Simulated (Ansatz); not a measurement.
# La: how the settings move a relaxation

How sensitive is a relaxation of La to its settings? A reference run comes first, then one run with altered input.

Computed with Ansatz 0.2.0 (reference: DFT, PBEsol, PAW with Ansatz's default frozen-core files, scalar-relativistic; relaxation of cell and atoms, unless a step's input says otherwise).

1 further run of the same task is left out (set aside as unsound or not needed).

### Step 1. Starting point

Symmetry: Im-3m, No. 229, cubic system. The conventional cell has a = 4.248 Å, b = 4.248 Å, c = 4.248 Å, α = 90.00°, β = 90.00°, γ = 90.00°. La (site symmetry m-3m) has 8 La at 3.68 Å as nearest neighbours.

Coordinates:

```cif
data_structure
_symmetry_space_group_name_H-M 'P 1'
_symmetry_Int_Tables_number 1
_cell_length_a 3.6786
_cell_length_b 3.6786
_cell_length_c 3.6786
_cell_angle_alpha 109.471
_cell_angle_beta 109.471
_cell_angle_gamma 109.471
_cell_volume 38.32
loop_
_atom_site_label
_atom_site_type_symbol
_atom_site_fract_x
_atom_site_fract_y
_atom_site_fract_z
_atom_site_occupancy
La1 La 0.00000 0.00000 0.00000 1
```

### Step 2. Baseline

input.yaml reads:

```yaml
crystal:
  lattice:
    - [-2.123831071, 2.123831071, 2.123831071]
    - [2.123831071, -2.123831071, 2.123831071]
    - [2.123831071, 2.123831071, -2.123831071]
  atoms:
    - { symbol: La, position: [0.0, 0.0, 0.0] }
kpoints:
  mp_grid: { grid: [12, 12, 12] }
scf:
  occupations: { method: fermi_dirac, width: 0.08 }
hamiltonian:
  xc: pbesol
  pseudopotentials: { kind: paw }
relax:
  f_tol: 0.002
  max_steps: 80
  cell: {}
output:
  forces: true
  stress: true
```

The run is started by

```console
> ansatz run input.yaml --threads 2 --pin off --max-ram 6144MiB --backend cpu --events-out ev --progress --plain --runs-dir out
```

### Step 3. Changing settings: mp_grid.grid [4, 4, 4], xc r2scan, pseudopotentials.source jth

Changes to input.yaml since step 2:

```diff
@@ -8,3 +8,3 @@
 kpoints:
-  mp_grid: { grid: [12, 12, 12] }
+  mp_grid: { grid: [4, 4, 4] }
 scf:
@@ -12,4 +12,4 @@
 hamiltonian:
-  xc: pbesol
-  pseudopotentials: { kind: paw }
+  xc: r2scan
+  pseudopotentials: { kind: paw, source: jth }
 relax:
```

What does the calculation give? Wanted: for each run, ending; energy change; pressure; gap; force.

**Answer**, as computed:

```
                                                              run     ending   energy change  pressure (GPa)  gap (eV)  force (eV/Å)  cycles   time
                                                        reference  converged               -             0.0      0.00          0.00      24  2.6 s
1: mp_grid.grid [4, 4, 4], xc r2scan, pseudopotentials.source jth  converged  not comparable             0.0      0.00          0.00      20  4.8 s
```

Total energies don't compare across a change of functional and potentials; the final volume goes from 34.96 to 37.73 Å³. The k-point mesh changed too. Cost: 20 SCF cycles against 24, 4.8 s against 2.6 s.
